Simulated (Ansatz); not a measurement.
**C3H7FSn: one species, many methods**

Aim: compute C3H7FSn with functionals from several rungs and with coupled cluster, and see how far each lands from CCSD(T) at the basis-set limit for the atomisation energy.

Method: functionals in def2-TZVPP, the program's frozen cores in correlated methods; program: Ansatz 0.2.0, Gaussian basis.

Plan: PBE-D4, r2SCAN-D4, PBE0-D4, B3LYP-D4, ωB97X-V, ωB97M-V, B2PLYP; CCSD(T)/def2-TZVPP; MP2/def2-QZVPP; extrapolation to the limit.

## Step 1: Structure used throughout

An earlier PBE0-D4 in a triple-zeta def2 set relaxation fixed the geometry. Sn takes the def2 core potential; no spin-orbit term is included.

12 atoms, charge 0, spin multiplicity 1.

Atoms are counted from 1 here; the program's logs count them from 0.

Bond lengths: C1–C2 1.323 Å, C1–H6 1.085 Å, C1–H7 1.082 Å, C2–F3 1.352 Å, C2–Sn4 2.147 Å, Sn4–C5 2.136 Å, Sn4–H8 1.708 Å, Sn4–H9 1.708 Å, C5–H10 1.090 Å, C5–H11 1.090 Å, C5–H12 1.090 Å. Angles: C2–C1–H6 121.7°, C2–C1–H7 119.8°, H6–C1–H7 118.5°, C1–C2–F3 118.9°, C1–C2–Sn4 126.0°, F3–C2–Sn4 115.0°, C2–Sn4–C5 107.0°, C2–Sn4–H8 108.6°, C2–Sn4–H9 108.6°, C5–Sn4–H8 111.6°, C5–Sn4–H9 111.6°, H8–Sn4–H9 109.4°, Sn4–C5–H10 109.9°, Sn4–C5–H11 110.0°, Sn4–C5–H12 109.9°, H10–C5–H11 108.9°, H10–C5–H12 109.2°, H11–C5–H12 108.8°.

Geometry (Å):

```mol
C3H7FSn
  3D, bonds by distance, orders not assigned

 12 11  0  0  0  0  0  0  0  0999 V2000
   -1.3302    1.3744    0.7766 C   0  0
   -0.8944    1.1733   -0.4558 C   0  0
   -1.3522    1.9679   -1.4496 F   0  0
    0.5098   -0.3311   -1.0692 Sn  0  0
    1.0640   -1.4189    0.6832 C   0  0
   -2.0434    2.1590    1.0077 H   0  0
   -0.9735    0.7469    1.5828 H   0  0
   -0.2435   -1.3403   -2.2234 H   0  0
    1.8566    0.4406   -1.7822 H   0  0
    1.5211   -0.7460    1.4089 H   0  0
    1.7800   -2.1998    0.4273 H   0  0
    0.1825   -1.8813    1.1277 H   0  0
  1  2  8  0
  2  3  8  0
  2  4  8  0
  4  5  8  0
  1  6  8  0
  1  7  8  0
  4  8  8  0
  4  9  8  0
  5 10  8  0
  5 11  8  0
  5 12  8  0
M  END
```

## Step 2: PBE-D4 (GGA)

in.yaml reads:

```yaml
crystal:
  periodic: [false, false, false]
  atoms:
    - {symbol: C, position_ang: [-1.330157, 1.374356, 0.776620]}
    - {symbol: C, position_ang: [-0.894402, 1.173253, -0.455821]}
    - {symbol: F, position_ang: [-1.352236, 1.967914, -1.449603]}
    - {symbol: Sn, position_ang: [0.509813, -0.331149, -1.069157]}
    - {symbol: C, position_ang: [1.063979, -1.418919, 0.683235]}
    - {symbol: H, position_ang: [-2.043369, 2.158996, 1.007685]}
    - {symbol: H, position_ang: [-0.973478, 0.746923, 1.582825]}
    - {symbol: H, position_ang: [-0.243453, -1.340264, -2.223372]}
    - {symbol: H, position_ang: [1.856552, 0.440636, -1.782243]}
    - {symbol: H, position_ang: [1.521050, -0.746015, 1.408936]}
    - {symbol: H, position_ang: [1.780007, -2.199844, 0.427286]}
    - {symbol: H, position_ang: [0.182495, -1.881287, 1.127710]}
basis:
  gaussian: {orbitals: def2-TZVPP}
hamiltonian: {xc: pbe, dispersion: d4}
output: {forces: true, orbitals: {seedname: orbitals}}
```

On the command line:

```bash
$ ansatz run in.yaml --threads 4 --pin off --events-out ev --progress --plain --max-ram 10444MiB
```

Further steps of the session: r2SCAN-D4 (meta-GGA); PBE0-D4 (hybrid); B3LYP-D4 (hybrid); ωB97X-V (range-separated); ωB97M-V (range-separated); B2PLYP (double hybrid); CCSD(T) in def2-TZVPP; MP2 in def2-QZVPP.

Q: Predict the results of all the runs planned. Wanted: atomisation energy, CCSD(T)/CBS; farthest; mean size of error, hybrid; mean size of error, range-separated; gap, smallest and largest; T1 diagnostic; triples share of the correlation energy.

The runs gave:

| quantity | value |
| --- | --- |
| atomisation energy, CCSD(T)/CBS | 4266.1 kJ/mol |
| functionals within 42.7 kJ/mol (1.0 %) | r2SCAN-D4, PBE0-D4, B3LYP-D4, ωB97X-V, ωB97M-V |
| farthest | PBE-D4 (+69.2 kJ/mol) |
| mean size of error, hybrid | 14.4 kJ/mol |
| mean size of error, range-separated | 4.2 kJ/mol |
| gap, smallest and largest | 5.35 eV (PBE-D4), 11.87 eV (ωB97X-V) |
| T1 diagnostic | 0.0127 |
| triples share of the correlation energy | 3.5 % |

In words: PBE-D4 is off by +69.2 kJ/mol. Double hybrids carry the basis error of their MP2 part in triple zeta, and no dispersion term here, so their miss is partly the set-up's. The reference freezes the cores and leaves out spin-orbit coupling and excitations past (T), and its outer-core shells are covered unevenly, so misses under about 42.7 kJ/mol can't be ranked. All levels share the lack of spin-orbit coupling, which lowers the free heavy atoms and so the true binding. Hartree-Fock recovers 72 % of the binding; the rest is correlation. Orbital gaps span 5.3 to 11.9 eV; exact exchange widens them. Correlated methods include outer-core shells of Sn, which these sets cover unevenly.
